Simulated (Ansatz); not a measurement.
**BH5OS2Si: basis-set convergence**

One table from this session's results is given with a row withheld; the runs are named, their logs left out.

Program: Ansatz 0.2.0, Gaussian basis. Level of theory: one geometry, several basis sets. These are calculated values, not measurements.

Plan: PBE0-D4/def2-SVP; ωB97M-V/def2-SVP; PBE0-D4/def2-QZVPP; ωB97M-V/def2-QZVPP; the functionals' def2-TZVPP values are taken from earlier runs.

### Structure used throughout

All runs share one geometry, relaxed beforehand with PBE0-D4 in a triple-zeta def2 set.

SMILES `[SiH3]OB(S)S`, 10 atoms, charge 0, spin multiplicity 1.

Atoms are counted from 1 here; the program's logs count them from 0.

Bond lengths: Si1–O2 1.645 Å, Si1–H6 1.481 Å, Si1–H7 1.487 Å, Si1–H8 1.481 Å, O2–B3 1.352 Å, B3–S4 1.816 Å, B3–S5 1.821 Å, S4–H9 1.343 Å, S5–H10 1.343 Å. Angles: O2–Si1–H6 108.3°, O2–Si1–H7 110.9°, O2–Si1–H8 107.8°, H6–Si1–H7 109.6°, H6–Si1–H8 110.5°, H7–Si1–H8 109.6°, Si1–O2–B3 141.8°, O2–B3–S4 120.1°, O2–B3–S5 124.7°, S4–B3–S5 115.1°, B3–S4–H9 94.8°, B3–S5–H10 96.4°.

Coordinates:

```xyz
10
BH5OS2Si
Si   -1.1735    0.1258    1.0757
O     0.0734   -0.5004    0.2036
B     0.9325   -0.1914   -0.7931
S     2.2085   -1.3807   -1.2980
S     0.9279    1.3773   -1.7176
H    -0.7178    0.3119    2.4729
H    -1.6094    1.4330    0.5158
H    -2.2956   -0.8385    1.0194
H     1.8568   -2.3117   -0.3968
H    -0.1199    1.9235   -1.0790
```

Set-up of the first run:

in.yaml

```yaml
crystal:
  periodic: [false, false, false]
  atoms:
    - {symbol: Si, position_ang: [-1.173493, 0.125832, 1.075725]}
    - {symbol: O, position_ang: [0.073418, -0.500420, 0.203597]}
    - {symbol: B, position_ang: [0.932515, -0.191435, -0.793093]}
    - {symbol: S, position_ang: [2.208542, -1.380734, -1.297986]}
    - {symbol: S, position_ang: [0.927911, 1.377329, -1.717556]}
    - {symbol: H, position_ang: [-0.717839, 0.311946, 2.472894]}
    - {symbol: H, position_ang: [-1.609350, 1.432983, 0.515767]}
    - {symbol: H, position_ang: [-2.295627, -0.838512, 1.019376]}
    - {symbol: H, position_ang: [1.856765, -2.311685, -0.396782]}
    - {symbol: H, position_ang: [-0.119943, 1.923495, -1.079041]}
basis:
  gaussian: {orbitals: def2-SVP}
hamiltonian: {xc: pbe0, dispersion: d4}
output: {orbitals: {seedname: orbitals}}
```

On the command line:

```console
> ansatz run in.yaml --threads 4 --pin off --events-out ev --progress --plain --max-ram 10444MiB
```

Steps of the session up to this table: PBE0-D4 in def2-SVP; ωB97M-V in def2-SVP; PBE0-D4 in def2-QZVPP; ωB97M-V in def2-QZVPP.

One table of the session follows, with a row left open; its other results are not shown here.

It belongs to the step «Density functionals: the series». 

```
functional       basis  HOMO (eV)  LUMO (eV)
   PBE0-D4    def2-SVP      -7.19       0.19
   PBE0-D4  def2-TZVPP          ?          ?
   PBE0-D4  def2-QZVPP      -7.40      -0.35
   ωB97M-V    def2-SVP      -9.29       2.12
   ωB97M-V  def2-TZVPP      -9.51       1.48
   ωB97M-V  def2-QZVPP      -9.55       1.10
```

**Question.** Estimate the row for PBE0-D4, def2-TZVPP.

As computed: HOMO (eV): -7.37; LUMO (eV): -0.20. In the column «HOMO (eV)» it lies between PBE0-D4, def2-QZVPP (-7.40) and PBE0-D4, def2-SVP (-7.19).
